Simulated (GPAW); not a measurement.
A run of GPAW 26.7.0:

File run.py:

```python
from ase import Atoms
from ase.dft.bandgap import bandgap
from ase.io import write
from ase.units import Bohr, GPa
from gpaw import GPAW, PW, setup_paths
from gpaw.elf import elf_from_dft_calculation

setup_paths.insert(0, '.')

atoms = Atoms(['Co', 'Co', 'Co', 'Co', 'Co', 'Co', 'Si', 'Si'],
              cell=[[4.976470242, 0.0, 0.0],
                    [-2.488235121, 4.3097496507, 0.0],
                    [0.0, 0.0, 3.972794]],
              scaled_positions=[[0.832527995, 0.167472005, 0.25],
                                [0.33494401, 0.167472005, 0.25],
                                [0.832527995, 0.66505599, 0.25],
                                [0.167472005, 0.832527995, 0.75],
                                [0.66505599, 0.832527995, 0.75],
                                [0.167472005, 0.33494401, 0.75],
                                [0.3333333333, 0.6666666667, 0.25],
                                [0.6666666667, 0.3333333333, 0.75]],
              pbc=True)
atoms.set_initial_magnetic_moments([2.0, 2.0, 2.0, 2.0, 2.0, 2.0, 0.0, 0.0])

calc = GPAW(mode=PW(600),
            xc='PBEsol',
            kpts={'size': (6, 6, 7), 'gamma': True},
            occupations={'name': 'fermi-dirac', 'width': 0.05},
            nbands=60,
            convergence={'density': 1e-05, 'energy': 1e-05},
            maxiter=150,
            txt='gpaw.txt')
atoms.calc = calc
energy = atoms.get_potential_energy()
forces = atoms.get_forces()
stress = atoms.get_stress()
calc.write('gs.gpw')
write('result.traj', atoms)
print(f'Energy: {energy:.6f} eV')
print('Forces (eV/A):')
print(forces.round(4))
print('Stress (GPa):', (stress / GPa).round(3))
print('Moments:', calc.get_magnetic_moments().round(3))
print('Fermi level:', round(calc.get_fermi_level(), 4), 'eV')
print(f'Gap: {bandgap(calc)[0]:.4f} eV, direct: {bandgap(calc, direct=True)[0]:.4f} eV')

# fields on the real-space grid
write('density.cube', atoms, data=calc.get_pseudo_density() * Bohr**3)
write('potential.cube', atoms, data=calc.get_electrostatic_potential())
write('spin.cube', atoms, data=(calc.get_pseudo_density(spin=0) - calc.get_pseudo_density(spin=1)) * Bohr**3)
write('elf.cube', atoms, data=elf_from_dft_calculation(calc).data)
```

Potentials or basis: PAW data sets generated in the run's folder for this functional, pw.

Launch:

```sh
$ gpaw-setup -f PBEsol Co Si
$ OMP_NUM_THREADS=1 python run.py
```

Hardware: 1 thread of Arm Neoverse V2, with other jobs on the host.

Task: Estimate the wall time of this run.

Result: Run time: 6.3 min on 1 thread of Arm Neoverse V2 (shared host), peak memory 0.42 GiB. Counts: scf iterations 15, plane waves 2865, bands 60, k points 37.
